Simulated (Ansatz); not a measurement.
# C₃H₉FTi: taking an electron away

One table from this session's results is given with a row withheld; the runs are named, their logs left out.

Program: Ansatz 0.2.0, Gaussian basis. Level of theory: unrestricted cation, the program's frozen cores in correlated methods. These are calculated values, not measurements.

Plan: UKS PBE-D4/def2-TZVPP; UKS r2SCAN-D4/def2-TZVPP; UKS PBE0-D4/def2-TZVPP; UKS B3LYP-D4/def2-TZVPP; UKS wB97X-V/def2-TZVPP; UKS wB97M-V/def2-TZVPP; UKS B2PLYP/def2-TZVPP; UHF-CCSD(T)/def2-TZVPP; UHF-MP2/def2-QZVPP; extrapolation to the limit; then −ε(HOMO) from the neutral's earlier runs with LDA (SPW92), PBE-D4, revPBE-D4, BLYP-D4, r2SCAN-D4, B97M-V, PBE0-D4, B3LYP-D4, r2SCANh-D4, r2SCAN0-D4, HSE06-D4, BHLYP-D4, CAM-B3LYP-D4, LC-ωPBE, ωB97X-V, ωB97M-V.

### The relaxed structure

All runs share one geometry, relaxed beforehand with PBE0-D4 in a triple-zeta def2 set.

SMILES `[CH3][Ti]([CH3])([CH3])[F]`, 14 atoms, charge 0, spin multiplicity 1.

Atoms are counted from 1 here; the program's logs count them from 0.

Bond lengths: C1–Ti2 2.057 Å, C1–H6 1.096 Å, C1–H7 1.096 Å, C1–H8 1.095 Å, Ti2–C3 2.057 Å, Ti2–C4 2.057 Å, Ti2–F5 1.761 Å, C3–H9 1.095 Å, C3–H10 1.096 Å, C3–H11 1.096 Å, C4–H12 1.096 Å, C4–H13 1.095 Å, C4–H14 1.096 Å. Angles: Ti2–C1–H6 109.3°, Ti2–C1–H7 109.7°, Ti2–C1–H8 111.2°, H6–C1–H7 108.8°, H6–C1–H8 109.1°, H7–C1–H8 108.8°, C1–Ti2–C3 107.7°, C1–Ti2–C4 107.7°, C1–Ti2–F5 111.2°, C3–Ti2–C4 107.7°, C3–Ti2–F5 111.2°, C4–Ti2–F5 111.2°, Ti2–C3–H9 111.1°, Ti2–C3–H10 109.3°, Ti2–C3–H11 109.7°, H9–C3–H10 109.1°, H9–C3–H11 108.8°, H10–C3–H11 108.8° and more.

The first run:

File in.yaml:

```yaml
crystal:
  periodic: [false, false, false]
  atoms:
    - {symbol: C, position_ang: [-1.584972, 1.088356, -0.028030]}
    - {symbol: Ti, position_ang: [0.306815, 0.357022, -0.370151]}
    - {symbol: C, position_ang: [1.252000, 0.188339, 1.448905]}
    - {symbol: C, position_ang: [0.113797, -1.535298, -1.152956]}
    - {symbol: F, position_ang: [1.207451, 1.407199, -1.460133]}
    - {symbol: H, position_ang: [-2.201292, 0.301829, 0.422147]}
    - {symbol: H, position_ang: [-1.533267, 1.936249, 0.664254]}
    - {symbol: H, position_ang: [-2.054260, 1.421092, -0.959247]}
    - {symbol: H, position_ang: [1.590216, 1.164685, 1.810044]}
    - {symbol: H, position_ang: [0.557405, -0.242207, 2.179132]}
    - {symbol: H, position_ang: [2.120132, -0.473535, 1.354189]}
    - {symbol: H, position_ang: [-0.209959, -2.222583, -0.363185]}
    - {symbol: H, position_ang: [1.062802, -1.889317, -1.567746]}
    - {symbol: H, position_ang: [-0.639769, -1.531030, -1.948420]}
basis:
  gaussian: {orbitals: def2-TZVPP}
total_charge: 1
magnetization: {spin_polarized: true, initial_magnetization: 1}
hamiltonian: {xc: pbe, dispersion: d4}
```

Command:

```console
$ ansatz run in.yaml --threads 2 --pin off --events-out ev --progress --plain --max-ram 32768MiB --backend cuda --devices 0, --max-vram 18GiB
```

Steps of the session up to this table: Cation, UKS PBE-D4/def2-TZVPP; Cation, UKS r2SCAN-D4/def2-TZVPP; Cation, UKS PBE0-D4/def2-TZVPP; Cation, UKS B3LYP-D4/def2-TZVPP; Cation, UKS wB97X-V/def2-TZVPP; Cation, UKS wB97M-V/def2-TZVPP; Cation, UKS B2PLYP (frozen core)/def2-TZVPP; Cation, UHF-CCSD(T)/def2-TZVPP; Cation, UHF-MP2/def2-QZVPP.

One table of the session follows, with a row left open; its other results are not shown here.

Orbital estimates, from the neutral's runs:

```
  functional  −ε(HOMO) (eV)
 LDA (SPW92)           6.60
      PBE-D4           6.48
   revPBE-D4           6.43
     BLYP-D4           6.37
   r2SCAN-D4           6.79
      B97M-V              ?
     PBE0-D4           7.91
    B3LYP-D4           7.68
  r2SCANh-D4           7.32
  r2SCAN0-D4           8.11
    HSE06-D4           7.50
    BHLYP-D4           9.23
CAM-B3LYP-D4           9.37
     LC-ωPBE          10.79
     ωB97X-V          10.42
     ωB97M-V          10.30
```

Q: Estimate the row for B97M-V from the others.

**Answer.** −ε(HOMO) (eV): 6.90. In the column «−ε(HOMO) (eV)» it lies between r2SCAN-D4 (6.79) and r2SCANh-D4 (7.32).
